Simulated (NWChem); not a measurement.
# PBE0/6-311G(d,p) run of BH2O2F (SMILES OB(O)F)

Aim: the vertical ionisation energy of BH2O2F at PBE0/6-311G**, from 2 runs. 

Program for the calculation: NWChem 7.3.0.

4 further runs of the same task are left out: 2 that didn't finish, 2 set aside as unsound or not needed.

## 1. Starting point

BH2O2F: 6 atoms, total charge 0, spin state singlet. As SMILES, `OB(O)F`. The coordinates come from a PBE0-D4/def2-TZVP relaxation. This is one conformer, not always the lowest.

Bond lengths: O1–B2 1.360 Å, B2–O3 1.352 Å, B2–F4 1.333 Å, O1–H5 0.960 Å, O3–H6 0.960 Å. Angles: O1–B2–O3 121.6°, O1–B2–F4 120.5°, O3–B2–F4 117.9°, B2–O1–H5 113.1°, B2–O3–H6 112.5°.

## 2. The energy at PBE0/6-311G(d,p)

a.nw

```
start a
memory stack 880 mb heap 220 mb global 1100 mb

geometry units atomic noautosym nocenter noautoz
 O   -0.90234422   1.83492407  -0.39381892
 B   -0.04497548  -0.58109078  -0.20125583
 O    1.86969503  -1.20035403   1.37213014
 F   -1.08300204  -2.41998328  -1.57451981
 H   -2.26559265   2.01463702  -1.57659851
 H    2.50577684   0.23092453   2.28656861
end

basis spherical bse
 O library 6-311G**
 B library 6-311G**
 F library 6-311G**
 H library 6-311G**
end

dft
 xc pbe0
 grid fine
 convergence energy 1e-08
 maxiter 100
 mulliken
 print low
end

task dft energy
```

On the command line:

```sh
$ nwchem a.nw > a.out
```

The log of the run:

```text
[...]
 d= 0,ls=0.0,diis     1   -276.2017383027 -3.91D+02  9.46D-03  1.05D+00     1.2
[...]
 d= 0,ls=0.0,diis     8   -276.3050877302  4.78D-09  3.14D-06  4.66D-07     6.8
         Total DFT energy =     -276.305087730206
      One electron energy =     -608.915353661287
           Coulomb energy =      250.456029476114
    Exchange-Corr. energy =      -32.344316673838
 Nuclear repulsion energy =      114.498553128805
[...]
      Total Density - Mulliken Population Analysis
     ---------------------------------------------
    Atom       Charge   Shell Charges
 -----------   ------   -------------------------------------------------------
    1 O    8     8.36   1.08  0.91  0.98  0.99  2.08  0.75  1.56  0.01
    2 B    5     4.64   1.13  0.86  0.50  0.61  0.91  0.05  0.22  0.36
    3 O    8     8.32   1.08  0.91  0.98  0.99  2.09  0.75  1.53  0.01
    4 F    9     9.21   1.08  0.92  1.18  1.08  2.37  0.82  1.76  0.00
    5 H    1     0.73   0.27  0.36  0.04  0.07
    6 H    1     0.74   0.27  0.37  0.03  0.07
[...]
```

Wall time 7.5 s (1 thread of Intel Xeon Platinum 8488C (Sapphire Rapids), shared host); peak memory 0.11 GiB.

## 3. The doublet cation

bfh2o2.nw

```
start bfh2o2
title "BFH2O2 PBE0"
memory total 2200 mb
charge 1

geometry units angstrom noautosym nocenter noautoz
  O       -0.477500       0.971000      -0.208400
  B       -0.023800      -0.307500      -0.106500
  O        0.989400      -0.635200       0.726100
  F       -0.573100      -1.280600      -0.833200
  H       -1.198900       1.066100      -0.834300
  H        1.326000       0.122200       1.210000
end

basis spherical bse
  * library 6-311G**
end

dft
  xc pbe0
  mult 2
  grid fine
  convergence energy 1e-08
  maxiter 100
  mulliken
  print low
end

task dft energy
```

On the command line:

```sh
$ nwchem bfh2o2.nw > bfh2o2.out
```

The log of the run:

```text
[...]
 d= 0,ls=0.0,diis     1   -275.6666725306 -3.90D+02  6.97D-03  5.10D-01     1.4
[...]
 d= 0,ls=0.0,diis    15   -275.8525433825 -4.98D-09  7.36D-08  8.92D-11    17.4
[...]
         Total DFT energy =     -275.852543382461
      One electron energy =     -598.906888879419
           Coulomb energy =      240.484622811335
    Exchange-Corr. energy =      -31.928838777865
 Nuclear repulsion energy =      114.498561463488
[...]
      Total Density - Mulliken Population Analysis
     ---------------------------------------------
    Atom       Charge   Shell Charges
 -----------   ------   -------------------------------------------------------
    1 O    8     8.04   1.08  0.91  0.96  1.03  2.04  0.73  1.28  0.01
    2 B    5     4.60   1.13  0.86  0.51  0.63  0.98  0.02  0.12  0.37
    3 O    8     7.96   1.08  0.91  0.95  1.04  2.03  0.73  1.20  0.01
    4 F    9     9.10   1.08  0.92  1.17  1.09  2.36  0.82  1.66  0.01
    5 H    1     0.64   0.25  0.31  0.01  0.07
    6 H    1     0.66   0.26  0.33  0.00  0.07
[...]
      <S2> =      0.7694 (Exact =     0.7500)
[...]
```

Wall time 18 s (1 thread of Intel Xeon Platinum 8488C (Sapphire Rapids), shared host); peak memory 0.11 GiB.

## 4. Summary of results

At PBE0/6-311G**:

| quantity | value |
| --- | --- |
| singlet BH2O2F: total energy | -276.30509 Eh |
| doublet cation: total energy | -275.85254 Eh |
| doublet cation: ⟨S²⟩ | 0.769 |
| vertical ionisation energy (to the doublet cation) | 12.314 eV |

**Reading.** Removing an electron at fixed nuclei costs 12.31 eV (1188 kJ/mol).
